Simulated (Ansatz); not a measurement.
# SiGe2C2: one candidate of a structure search

The task: take a trial cell of SiGe2C2 to zero force and stress.

Method: DFT PBE, scalar-relativistic, plane waves, PAW, in Ansatz 0.2.0.

**1. The system as given**

Symmetry: P4/mmm, No. 123, tetragonal system. Conventional cell: a = 3.894 Å, b = 3.894 Å, c = 3.956 Å, α = 90.00°, β = 90.00°, γ = 90.00°. Si (site symmetry 4/mmm) has 4 Ge at 1.95 Å and 2 C at 1.98 Å as nearest neighbours. Around Ge (site symmetry mmm) lie 2 Si at 1.95 Å and 4 Ge at 2.75 Å and 8 C at 2.78 Å. Around C (site symmetry 4/mmm) lie 4 C at 2.75 Å and 8 Ge at 2.78 Å. C (site symmetry 4/mmm) has 2 Si at 1.98 Å as nearest neighbours.

Structure file:

```cif
data_structure
_symmetry_space_group_name_H-M 'P 1'
_symmetry_Int_Tables_number 1
_cell_length_a 3.8944
_cell_length_b 3.8944
_cell_length_c 3.9560
_cell_angle_alpha 90.000
_cell_angle_beta 90.000
_cell_angle_gamma 90.000
_cell_volume 60.00
loop_
_atom_site_label
_atom_site_type_symbol
_atom_site_fract_x
_atom_site_fract_y
_atom_site_fract_z
_atom_site_occupancy
Si1 Si 0.50000 0.50000 0.50000 1
Ge1 Ge 0.00000 0.50000 0.50000 1
Ge2 Ge 0.50000 0.00000 0.50000 1
C1 C 0.00000 0.00000 0.00000 1
C2 C 0.50000 0.50000 0.00000 1
```

The cell is invented: random cell by space group and Wyckoff sites (P4/mmm, No. 123). Its size is a rough estimate.

**2. A first look at the guess**

The input, input.yaml:

```yaml
crystal:
  lattice:
    - [3.89442876, 0.0, 0.0]
    - [0.0, 3.89442876, 0.0]
    - [0.0, 0.0, 3.95597105]
  atoms:
    - { symbol: Si, position: [0.5, 0.5, 0.5] }
    - { symbol: Ge, position: [0.0, 0.5, 0.5] }
    - { symbol: Ge, position: [0.5, 0.0, 0.5] }
    - { symbol: C, position: [0.0, 0.0, 0.0] }
    - { symbol: C, position: [0.5, 0.5, 0.0] }
basis:
  ecutwfc: 420
kpoints:
  mp_grid: { grid: [4, 4, 4] }
hamiltonian:
  xc: pbe
scf:
  occupations: { method: gaussian, width: 0.1 }
  lower_state_search: "off"
output:
  forces: true
  stress: true
  eigenvalues: true
```

Command:

```bash
> ansatz run input.yaml --threads 1 --pin off --max-ram 2560MiB --backend cpu --events-out ev --progress --plain --runs-dir out
```

The session goes on with these runs: rough relaxation on the coarse mesh; another rough relaxation; relaxation on the finer mesh.

**Question.** What will these runs give? Wanted: conventional cell; volume; energy over the elements; gap on the mesh.

The runs gave:

```
                              quantity                                                                      value
symmetry at the end (tolerance 0.05 Å)                                               space group P4/mmm (No. 123)
                     conventional cell  a = 4.872 Å, b = 4.872 Å, c = 3.460 Å, α = 90.00°, β = 90.00°, γ = 90.00°
                                volume                                                              16.43 Å³/atom
              energy over the elements                                                              +2.05 eV/atom
                       gap on the mesh                                                               none (metal)
```

The space group P4/mmm (No. 123) is kept, and the volume per atom grows by 36.9 % from the first guess. With a positive formation energy it can't be a ground state. No finished test with a distortion of lower symmetry is shown, so the end may be a saddle point.
